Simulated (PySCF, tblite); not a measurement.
# C6H11OP: geometry, infrared bands and NMR shifts

Aim: predict the infrared bands and NMR shifts of C6H11OP (`COC1=CCCP1C`).

Programs: tblite 0.8.0 and PySCF 2.14.0, with density-fitted response routines of our own. Each step states its level of theory. These are calculated values for one molecule in the gas phase, unless marked as measured. Atoms are numbered from 0 throughout.

## (1) The starting structure

19 atoms, charge 0, multiplicity 1; geometry from: force field or distance geometry start.

Bonds of the start (Å): C0–O1 1.44, O1–C2 1.39, C2–C3 1.31, C3–C4 1.46, C4–C5 1.51, C5–P6 1.90, P6–C7 1.84, P6–C2 1.86, C0–H8 1.10, C0–H9 1.09, C0–H10 1.12, C3–H11 1.10, C4–H12 1.13, C4–H13 1.12, C5–H14 1.09, C5–H15 1.11, C7–H16 1.10, C7–H17 1.12, C7–H18 1.11.

## (2) Relaxing the molecule with GFN2-xTB

The job: settings as JSON, then the geometry in Å.

```
{"job": {"kind": "relax", "xc": "GFN2-xTB", "basis": "xTB"}, "charge": 0, "multiplicity": 1}
C      2.889900     0.877600     0.192000
O      1.595200     1.163300    -0.380600
C      0.644400     0.154200    -0.301200
C      0.481200    -0.849400    -1.130500
C     -0.612100    -1.775000    -0.824800
C     -1.783900    -1.074300    -0.180400
P     -0.710200    -0.007000     0.966900
C     -1.641800     1.565000     1.204300
H      3.575800     1.734400     0.089100
H      3.261700    -0.053700    -0.235000
H      2.663800     0.664600     1.271500
H      1.158000    -0.997400    -1.985200
H     -0.968600    -2.278600    -1.771500
H     -0.292700    -2.605500    -0.141000
H     -2.265500    -0.380800    -0.873300
H     -2.451400    -1.735300     0.405000
H     -1.126200     2.253200     1.894800
H     -2.659000     1.291100     1.571000
H     -1.768700     2.062700     0.221600
```

Launch:

```sh
$ OMP_NUM_THREADS=1 python probes_run.py task.json out
```

One launch serves the whole session: the jobs run in the order shown.

**Question.** This job is followed by: GFN2-xTB harmonic vibrations, gas phase; GIAO PBE0/pcSseg-1 NMR shielding, non-relativistic, gas phase. Predict these results of the whole session: strongest single infrared mode (GFN2-xTB); zero-point energy (GFN2-xTB); 13C shifts against TMS (PBE0/pcSseg-1); 1H shifts against TMS (PBE0/pcSseg-1, means over atoms taken as alike); 17O shifts against H2O (PBE0/pcSseg-1); 31P shifts against H3PO4 (PBE0/pcSseg-1); surface potential, 1st and 99th percentile.

The runs gave:

| quantity | value |
| --- | --- |
| strongest single infrared mode (GFN2-xTB) | 1189 cm⁻¹, 131 km/mol |
| zero-point energy (GFN2-xTB) | 97.7 kcal/mol |
| 13C shifts against TMS (PBE0/pcSseg-1) | 177.8, 104.0, 58.3, 33.9, 26.9, 15.8 ppm |
| 1H shifts against TMS (PBE0/pcSseg-1, means over atoms taken as alike) | 4.71, 3.68, 2.88, 1.79, 1.16 ppm |
| 17O shifts against H2O (PBE0/pcSseg-1) | 111.4 ppm |
| 31P shifts against H3PO4 (PBE0/pcSseg-1) | -33.1 ppm |
| surface potential, 1st and 99th percentile | -1.33 V and 0.84 V |

**Reading.** Relaxing lowered the energy by 0.984 eV in 146 steps; the close pair that moved most is C0–O1, from 1.444 to 1.407 Å. No mode is imaginary among the 51: a minimum at this level. The strongest single mode, at 1189 cm⁻¹, is spread over many atoms; the largest shares are those of C2, O1. GFN2-xTB is a fitted tight-binding method: band positions and strengths are rough. Its intensities can rank the bands wrongly. C2 (alkene carbon bearing oxygen) lies farthest downfield among carbon, at 177.8 ppm; an sp2 carbon further deshielded by the attached heteroatom. At PBE0/pcSseg-1: The widest tensor belongs to O1: span 212 ppm, with a paramagnetic part of -173 ppm.
